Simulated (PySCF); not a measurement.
# A diatomic session: GaC

What are the lowest state that PBE0 finds, the bond length, vibrational wavenumber and bond energy of GaC, and how much do these hang on the method?

The runs use PySCF 2.14.0; Ga x2c-TZVPPall, C x2c-TZVPPall, spin-free X2C with a Gaussian nucleus.

## (1) The job

A driver script around PySCF takes these settings:

```json
{"atoms": "Ga, C", "charge": "0", "basis": "Ga x2c-TZVPPall, C x2c-TZVPPall", "Hamiltonian": "spin-free X2C with a Gaussian nucleus", "basis functions": "79", "electrons treated": "37", "masses in u": "68.9256, 12.0000", "levels": "PBE0, PBE, r²SCAN, BP86, M06-L, LDA, TPSSh, ωB97M-V, HF, MP2, SCS-MP2, CCSD, CCSD(T)", "grid": "80 radial by 434 angular points", "occupations": "held fixed by the projection of orbital angular momentum", "dissociation limit": "Ga + C, each in its ground configuration", "starting distance in angstrom": "1.915", "values of 2S to try": "1, 3"}
```

Launch:

```sh
$ OMP_NUM_THREADS=1 python dia.py task.json out
```

Further steps of the session: First curve: PBE0; Other states along the same grid; PBE (GGA); r²SCAN (meta-GGA); BP86; M06-L; LDA (local density); TPSSh; ωB97M-V; UHF; MP2 and coupled cluster.

Before running it: what results should come out? Wanted: for each run, Re; ωe; De; μ.

**Answer**, as computed:

Lowest PBE0 solution found, without spin–orbit coupling: ⁴Σ⁻ (quartet), unpaired electrons σ ↑, π ↑↑. State 2 has its PBE0 minimum 0.53 eV higher, as a spin-mixed determinant (⟨S²⟩ = 1.77), so this is no gap between pure states. State 3 has its PBE0 minimum 0.59 eV higher, as a spin-mixed determinant (⟨S²⟩ = 1.76), so this is no gap between pure states. State 4 has its PBE0 minimum 1.50 eV higher. The other levels ran on the lowest alone.

```
      level  Re (Å)  ωe (cm⁻¹)  De (eV)  μ (D)
        UHF   2.030        546     2.27  -1.91
    UHF-MP2   2.003        557     3.11    n/a
UHF-SCS-MP2   2.008        554     2.80    n/a
   UHF-CCSD   2.002        555     2.96    n/a
UHF-CCSD(T)   2.000        555     3.08    n/a
        LDA   1.966        560     4.10  -2.02
        PBE   2.006        525     3.54  -2.12
       BP86   2.007        522     3.45  -2.14
     r²SCAN   1.990        550     3.44  -1.94
      M06-L   2.004        537     3.55  -2.03
      TPSSh   2.002        536     3.32  -2.09
       PBE0   1.997        545     3.31  -2.15
    ωB97M-V   2.007        538     3.12  -2.30
```

De is counted to Ga + C in their ground configurations. A positive dipole means Ga(−)C(+).

Differences from CCSD(T) in the same basis:

```
      level  Re (mÅ)  ωe (%)
        UHF      +30    -1.6
    UHF-MP2       +3    +0.4
UHF-SCS-MP2       +8    -0.1
   UHF-CCSD       +2    +0.1
        LDA      -34    +0.9
        PBE       +6    -5.4
       BP86       +8    -6.0
     r²SCAN      -10    -0.9
      M06-L       +5    -3.3
      TPSSh       +2    -3.3
       PBE0       -3    -1.8
    ωB97M-V       +7    -3.0
```

In words: Against CCSD(T) in the same basis, the bond length is nearest at UHF-CCSD and TPSSh (+2 mÅ) and farthest at LDA (-34 mÅ); the wavenumber is nearest at UHF-SCS-MP2 and UHF-CCSD (0.1 % off) and farthest at BP86 (-6.0 %). Among the levels with a De in the table, it runs from 2.27 eV (UHF) to 4.10 eV (LDA).

Correlated steps freeze 10 core orbitals.
